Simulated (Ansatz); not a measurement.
# Li2B2Br: the cost of one run

Program: Ansatz 0.2.0. Level of theory: DFT PBE, scalar-relativistic, plane waves, PAW. These are calculated values, not measurements.

**1. The starting structure**

It takes space group P4/mmm (No. 123, tetragonal). The conventional cell has a = 4.083 Å, b = 4.083 Å, c = 4.672 Å, α = 90.00°, β = 90.00°, γ = 90.00°. Li (site symmetry 4mm) has 2 Li at 2.14 to 2.53 Å and 4 B at 2.31 Å and 4 Br at 3.15 Å in its first shell of neighbours. B (site symmetry mmm) is surrounded by 4 Li at 2.31 Å. Br (site symmetry 4/mmm) is surrounded by 8 B at 3.10 Å and 8 Li at 3.15 Å.

Structure file:

```
CELL_PARAMETERS angstrom
4.08332 0.00000 0.00000
0.00000 4.08332 0.00000
0.00000 0.00000 4.67167
ATOMIC_POSITIONS crystal
Li 0.50000 0.50000 0.22907
Li 0.50000 0.50000 0.77093
B 0.00000 0.50000 0.00000
B 0.50000 0.00000 0.00000
Br 0.00000 0.00000 0.50000
```

A structure generator made this guess: random cell by space group and Wyckoff sites (P4/mmm, No. 123). Its size is a rough estimate.

**2. A first look at the guess**

The input, input.yaml:

```yaml
crystal:
  lattice:
    - [4.08331992, 0.0, 0.0]
    - [0.0, 4.08331992, 0.0]
    - [0.0, 0.0, 4.67167356]
  atoms:
    - { symbol: Li, position: [0.5, 0.5, 0.22906567] }
    - { symbol: Li, position: [0.5, 0.5, 0.77093433] }
    - { symbol: B, position: [0.0, 0.5, 0.0] }
    - { symbol: B, position: [0.5, 0.0, 0.0] }
    - { symbol: Br, position: [0.0, 0.0, 0.5] }
basis:
  ecutwfc: 420
kpoints:
  mp_grid: { grid: [4, 4, 4] }
hamiltonian:
  xc: pbe
scf:
  occupations: { method: gaussian, width: 0.1 }
  lower_state_search: "off"
output:
  forces: true
  stress: true
  eigenvalues: true
```

Run with:

```bash
$ ansatz run input.yaml --threads 1 --pin off --max-ram 2560MiB --backend cpu --events-out ev --progress --plain --runs-dir out
```

**Question.** How long does this run take on 1 thread of Intel Xeon Platinum 8488C (Sapphire Rapids), shared host, and how much memory does it need?

About 1.6 s, with a peak of 0.38 GiB.
